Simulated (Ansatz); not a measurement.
**GeCl (doublet): from Hartree-Fock to the top rungs, cc-pVTZ**

One table from this session's results is given with a row withheld; the runs are named, their logs left out.

Method: cc-pVTZ, core rule «outside noble gas», up to 19 orbitals frozen; program: Ansatz 0.2.0, Gaussian basis.

Plan: UHF; CCSD(T) on ROHF; CCSD(T) on UHF; BCCD(T) on ROHF; CISD; CCSDT(Q) on ROHF; CCSDT(Q) on UHF; CASSCF and MRCISD+Q, 11 electrons in 8 orbitals; CASSCF and NEVPT2, 11 electrons in 8 orbitals.

9 further runs of the same task are left out: 4 for a known fault of the program, 5 set aside as unsound or not needed.

### The system

The geometry is a PBE0/def2-TZVP stationary point (not a proven minimum) of the parent state, kept for this charge and spin. No spin-orbit coupling is included. The filled d shell of Ge may be among the frozen orbitals whatever the setting's name suggests; the logs give the count.

2 atoms, charge 0, spin multiplicity 2.

Atoms are counted from 1 here; the program's logs count them from 0.

Bond lengths: Ge1–Cl2 2.179 Å.

Geometry (Å):

```xyz
2
ClGe
Ge    0.00000    0.00000    0.00000
Cl    0.00000    0.00000    2.17860
```

Set-up of the first run:

Contents of in.yaml:

```yaml
crystal:
  periodic: [false, false, false]
  atoms:
    - {symbol: Ge, position_ang: [0.000000, 0.000000, 0.000000]}
    - {symbol: Cl, position_ang: [0.000000, 0.000000, 2.178600]}
basis:
  gaussian: {orbitals: cc-pVTZ}
magnetization: {spin_polarized: true, initial_magnetization: 1}
hamiltonian: {xc: hf}
output: {orbitals: {seedname: orbitals}}
```

On the command line:

```
$ ansatz run in.yaml --threads 1 --pin off --events-out ev --progress --plain --max-ram 2560MiB --backend cpu
```

Among the steps run: UHF; CCSD(T) on ROHF; CCSD(T) on UHF; BCCD(T) on ROHF; CISD; CCSDT(Q) on ROHF; CCSDT(Q) on UHF; CASSCF and MRCISD+Q, 11 electrons in 8 orbitals; CASSCF and NEVPT2, 11 electrons in 8 orbitals.

One table of the session follows, with a row left open; its other results are not shown here.

| method | from UCCSDT(Q) (kJ/mol) |
| --- | --- |
| ROHF | +788.9 |
| UHF | +777.8 |
| RMP2 | +106.3 |
| UMP2 | +107.8 |
| RCCSD | +37.2 |
| UCCSD | +36.5 |
| RCCSD(T) | ? |
| UCCSD(T) | +4.2 |
| BCCD(T) | +4.4 |
| RCCSDT | +2.1 |
| UCCSDT | +1.7 |
| RCCSDT(Q) | +0.5 |
| UCCSDT(Q) | 0 |
| CASSCF valence | +707.0 |
| NEVPT2 valence | +154.1 |
| MRCISD valence | +75.7 |
| MRCISD+Q valence | +12.5 |

Q: Estimate the row for RCCSD(T) from the others.

**Answer.** from UCCSDT(Q) (kJ/mol): +4.5. In the column «from UCCSDT(Q) (kJ/mol)» it lies between BCCD(T) (+4.4) and MRCISD+Q valence (+12.5).

To keep in mind: Restricted and unrestricted rows rest on different reference determinants; where their highest levels disagree by more than a few hundredths of an eV, they describe different states and don't form one ladder.
